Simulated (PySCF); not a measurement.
# BrH3Si: the cost of one run

The runs use PySCF 2.14.0, with density-fitted response routines of our own; the level of theory stands in each step. All values are computed, except where a source is named. Atoms count from 0, in the outputs and in this text.

### 1 The molecule as given

5 atoms, charge 0, multiplicity 1; geometry from: GFN2-xTB. The atoms were then displaced at random by about 0.01 Å, so the start is not that level's minimum.

Bonds of the start (Å): Si0–Br1 2.18, Si0–H2 1.45, Si0–H3 1.48, Si0–H4 1.46.

### 2 Geometry optimisation at PBE0-D3(BJ)/def2-SVP

The job: settings as JSON, then the geometry in Å.

```
{"job": {"xc": "PBE0", "basis": "def2-SVP", "d3": "d3bj", "grid": 1, "shake": 0.01, "kind": "geom"}, "charge": 0, "multiplicity": 1}
Si    -0.184700    -0.017890    -0.008660
Br     1.995880    -0.083940     0.082580
H     -0.698150    -0.612790     1.206200
H     -0.502320     1.422670    -0.101250
H     -0.577150    -0.742020    -1.216760
```

Run with:

```bash
> OMP_NUM_THREADS=1 python probes_run.py task.json out
```

This one command runs all jobs of the session in turn.

Q: Estimate the wall time and peak memory of this first job on 1 thread of Arm Neoverse V1, shared host.

About 5 s, with a peak of 0.29 GiB.
